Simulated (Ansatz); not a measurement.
Working through a table of relaxed lattice constants and trends of a series on the CsCl structure: CaBe, CaMg, SrCa, BaCa

Computed with Ansatz 0.2.0, Python API.

Notebook, run cell by cell (the value of a cell's last expression is shown):

In [1]:
```python
import ansatz as az
import numpy as np
```

In [2]:
```python
XC = 'pbesol'
ECUT = 320
MIXING_BETA = 0.4
K_SPACING = 0.3
FILLING = 'gaussian'
WIDTH_EV = 0.1
```

In [3]:
```python
def cscl(first, second, a):
    return (
        az.Lattice.cubic(a)
        .space_group(221)
        .atom(first, (0, 0, 0))
        .atom(second, (0.5, 0.5, 0.5))
    )


def ground_state(name, crystal, relax=True):
    calc = (
        crystal.calculation()
        .functional(XC)
        .basis(ECUT, xc_grid=1)
        .accuracy('low')
        .mixing('anderson', ndim=6, beta=MIXING_BETA)
        .eigensolver('davidson', mixed_precision=False)
        .scf(lower_state_search='off')
        .kpoints(spacing=K_SPACING)
        .occupations(FILLING, width=WIDTH_EV)
        .stress()
        .band_table()
    )
    if relax:
        calc = calc.relax(force_tolerance=0.01, max_steps=60, cell=True)
    return calc.run(threads=1, backend='cpu')
```

In [4]:
```python
def bulk_modulus(name, outcome, step=0.02):
    # B = -V dP/dV from the pressures of two uniformly scaled cells, atoms held at their fractions
    pressure = []
    for factor in (1 - step, 1.0, 1 + step):
        cell = az.Crystal(lattice=az.Lattice.of(outcome.lattice.cell_ang * factor ** (1 / 3)))
        for site in outcome.report['lattice']['sites']:
            cell = cell.atom(site['symbol'], site['position_frac'])
        pressure.append(np.trace(ground_state(name, cell, relax=False).report['stress_gpa']) / 3)
    slope, bend = (pressure[0] - pressure[2]) / (2 * step), abs(pressure[0] + pressure[2] - 2 * pressure[1])
    # a jump of mesh or basis between the cells shows as a kink: no modulus then
    return float(slope) if bend < 12 * step**2 * abs(slope) + 0.15 and abs(pressure[1]) < 1.5 else float('nan')
```

In [5]:
```python
def relaxed_twice(name, crystal):
    # the second pass draws mesh and plane waves anew for the relaxed cell
    first = ground_state(name, crystal)
    again = az.Crystal(lattice=az.Lattice.of(first.lattice.cell_ang))
    for site in first.report['lattice']['sites']:
        again = again.atom(site['symbol'], site['position_frac'])
    return ground_state(name, again)
```

In [6]:
```python
def volume_per_atom(outcome):
    return abs(np.linalg.det(outcome.lattice.cell_ang)) / len(outcome.lattice.sites)
```

In [7]:
```python
# rough a for each member; the cell is relaxed
phases = {}
phases['CaBe'] = cscl('Ca', 'Be', 3.4)
phases['CaMg'] = cscl('Ca', 'Mg', 3.97)
phases['SrCa'] = cscl('Ca', 'Sr', 4.64)
phases['BaCa'] = cscl('Ca', 'Ba', 4.89)
```

In [8]:
```python
done = {}
for name, crystal in phases.items():
    done[name] = relaxed_twice(name, crystal)
    print(f'{name}: {done[name].report["energy_sigma0_ev"]:.4f} eV, {len(done[name].lattice.sites)} atoms')

rows = [(name, float(np.linalg.norm(o.lattice.cell_ang[0])), volume_per_atom(o), bulk_modulus(name, o)) for name, o in done.items()]
print('  compound       a (A)  V (A^3/atom)     B (GPa)')
for row in rows:
    print(f'{str(row[0]):>10}  {row[1]:10.3f}  {row[2]:12.3f}  {row[3]:10.0f}')
```
```text
DeckWarning: basis.ecutwfc = 320 eV is below the records' recommended 420 eV, and the density's cutoff is lower with it unless basis.ecutrho_ratio is high enough to keep the records' density cutoff: compare with a run at a higher cutoff
CaBe: -1883.2143 eV, 2 atoms
CaMg: -3705.9348 eV, 2 atoms
SrCa: -5285.8895 eV, 2 atoms
BaCa: -7656.2826 eV, 2 atoms
  compound       a (A)  V (A^3/atom)     B (GPa)
      CaBe       3.481        21.089         nan
      CaMg       3.936        30.490          26
      SrCa       4.485        45.104          14
      BaCa       4.643        50.037          13
```

From smallest to largest: CaBe (21.09 Å³), CaMg (30.49 Å³), SrCa (45.10 Å³) and BaCa (50.04 Å³). The largest is 137 % above the smallest.

Reading the output:
- The settings weren't tested for convergence.
- The cutoff lies under the one recommended for these potentials.
- Under the recommended cutoff a pressure can be off by several GPa, even in sign.
- The bulk modulus is taken at fixed shape and positions, an upper value where these are free.
- Pressure is positive in compression.
- Warnings are shown shortened and without file and line.
- The cells are built on a prototype by substitution; a member may or may not take this structure in nature.
- The whole script took 47 s on 1 thread of Arm Neoverse V1 (shared host), peak memory 0.37 GiB.

(Lines on the test bed's own set-up are left out of the output.)
